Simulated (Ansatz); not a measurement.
Write a Python script for Ansatz's Python interface that makes harmonic frequencies at the relaxed geometry of CH5ClSSi, SMILES CS[SiH2]Cl. Use (for the species named): B3LYP, def2-SVP basis, multiplicity 1.

| atom | x (Å) | y (Å) | z (Å) |
| --- | --- | --- | --- |
| C | -0.7940 | 1.1398 | 0.5950 |
| S | 0.4674 | 1.0326 | -0.6462 |
| Si | 0.7824 | -1.0748 | -0.7625 |
| Cl | 1.4855 | -1.7393 | 1.0847 |
| H | -0.5049 | 0.8174 | 1.5420 |
| H | -1.1200 | 2.2535 | 0.6829 |
| H | -1.7029 | 0.6266 | 0.2787 |
| H | 1.9250 | -1.3574 | -1.7370 |
| H | -0.4501 | -1.7447 | -1.0545 |

Script `ch5clssi_freq.py`:
```python
# -*- coding: utf-8 -*-
"""Harmonic frequencies of CH5ClSSi at its relaxed geometry."""

import ansatz
from ase import Atoms
from ase.thermochemistry import IdealGasThermo
import numpy as np


def main():
    atoms = Atoms(["C", "S", "Si", "Cl", "H", "H", "H", "H", "H"], positions=[
        (-0.794, 1.1398, 0.595),
        (0.4674, 1.0326, -0.6462),
        (0.7824, -1.0748, -0.7625),
        (1.4855, -1.7393, 1.0847),
        (-0.5049, 0.8174, 1.542),
        (-1.12, 2.2535, 0.6829),
        (-1.7029, 0.6266, 0.2787),
        (1.925, -1.3574, -1.737),
        (-0.4501, -1.7447, -1.0545),
    ])
    geometry = ansatz.Crystal.molecule_from_ase(atoms)

    calc = geometry.calculation()
    calc = calc.basis(gaussian="def2-SVP")
    calc = calc.functional("B3LYP")
    symbols = [site.symbol for site in geometry.cartesian_sites]
    start = np.array([site.position_ang for site in geometry.cartesian_sites], dtype=float)
    summary = calc.relax(force_tolerance=0.003).run(threads=1, backend="cpu").report
    end = np.array(summary["positions_ang"])

    print("bond        before    after (A)")
    for i, j in [(0, 1), (0, 4), (0, 5), (0, 6), (1, 2), (2, 3), (2, 7), (2, 8)]:
        d0, d1 = (np.linalg.norm(xyz[i] - xyz[j]) for xyz in (start, end))
        print(f"{symbols[i]}{i}-{symbols[j]}{j}".ljust(10), f"{d0:8.4f} {d1:8.4f}")
    for i, j, k in [(1, 0, 4), (1, 0, 5), (1, 0, 6), (4, 0, 5), (4, 0, 6), (5, 0, 6), (0, 1, 2), (1, 2, 3)]:
        u, v = end[i] - end[j], end[k] - end[j]
        print(f"angle {symbols[i]}{i}-{symbols[j]}{j}-{symbols[k]}{k}: {np.degrees(np.arccos(np.clip(u @ v / np.linalg.norm(u) / np.linalg.norm(v), -1, 1))):.2f} deg")

    # same settings at the minimum
    minimum = ansatz.Crystal.molecule()
    for symbol, xyz in zip(symbols, end):
        minimum = minimum.atom(symbol, xyz.tolist())
    vibrating = minimum.calculation()
    vibrating = vibrating.basis(gaussian="def2-SVP")
    vibrating = vibrating.functional("B3LYP")
    vibrating = vibrating.phonons(temperatures=(200, 600, 100))
    vib = vibrating.run(threads=1, backend="cpu").report["vibrations"]
    sums = vib["harmonic_sums"]
    modes = [m["omega_inv_cm"] for m in sums["modes_at_gamma"] if m["rigid_motion"] == "no"]
    print("frequencies (1/cm):", " ".join(f"{w:.0f}" for w in modes))
    print("imaginary modes:", sum(w < 0 for w in modes), " zero-point energy:", round(sums["zero_point_energy_ev"], 4), "eV")
    # rigid rotor and ideal gas, symmetry number taken as one
    gas = IdealGasThermo(vib_energies=[w / 8065.544 for w in modes if w > 0], geometry="linear" if len(modes) == 3 * len(symbols) - 5 else "nonlinear",
                         atoms=Atoms(symbols, positions=end), symmetrynumber=1, spin=0.0)
    print(f"H(298 K) - E = {gas.get_enthalpy(298.15, verbose=False):.4f} eV")
    print(f"S(298 K, 1 bar) = {96485.33 * gas.get_entropy(298.15, 1e5, verbose=False):.1f} J/(mol K) with symmetry number 1")


if __name__ == "__main__":
    main()
```

```console
$ python ch5clssi_freq.py
bond        before    after (A)
C0-S1        1.7729   1.8416
C0-H4        1.0413   1.0987
C0-H5        1.1638   1.0983
C0-H6        1.0907   1.0994
S1-Si2       2.1340   2.1356
Si2-Cl3      2.0852   2.0887
Si2-H7       1.5281   1.4838
Si2-H8       1.4329   1.4873
angle S1-C0-H4: 110.76 deg
angle S1-C0-H5: 106.37 deg
angle S1-C0-H6: 111.25 deg
angle H4-C0-H5: 109.13 deg
angle H4-C0-H6: 110.14 deg
angle H5-C0-H6: 109.09 deg
angle C0-S1-Si2: 100.81 deg
angle S1-Si2-Cl3: 112.48 deg
frequencies (1/cm): 67 122 153 224 482 548 571 693 727 867 932 962 981 1334 1450 1458 2234 2264 3048 3152 3161
imaginary modes: 0  zero-point energy: 1.5765 eV
H(298 K) - E = 1.7798 eV
S(298 K, 1 bar) = 343.9 J/(mol K) with symmetry number 1
```

These settings explore the input space; basis and method may be short of convergence. The frequencies are harmonic and unscaled, in a modest basis. The result belongs to the one conformer reached from this start, and soft torsions count as harmonic oscillators. b3lyp holds the VWN-RPA fit, as in Gaussian; the form of ORCA and Turbomole is b3lyp5. The entropy takes a symmetry number of 1; a symmetric molecule's is lower by R ln(sigma). The whole script took 3.2 min on 1 thread of Arm Neoverse V1 (shared host), peak memory 0.32 GiB.

(A comment or docstring line of the script was reworded after the run, the code is as it ran; lines on the test bed's own set-up are left out of the output.)
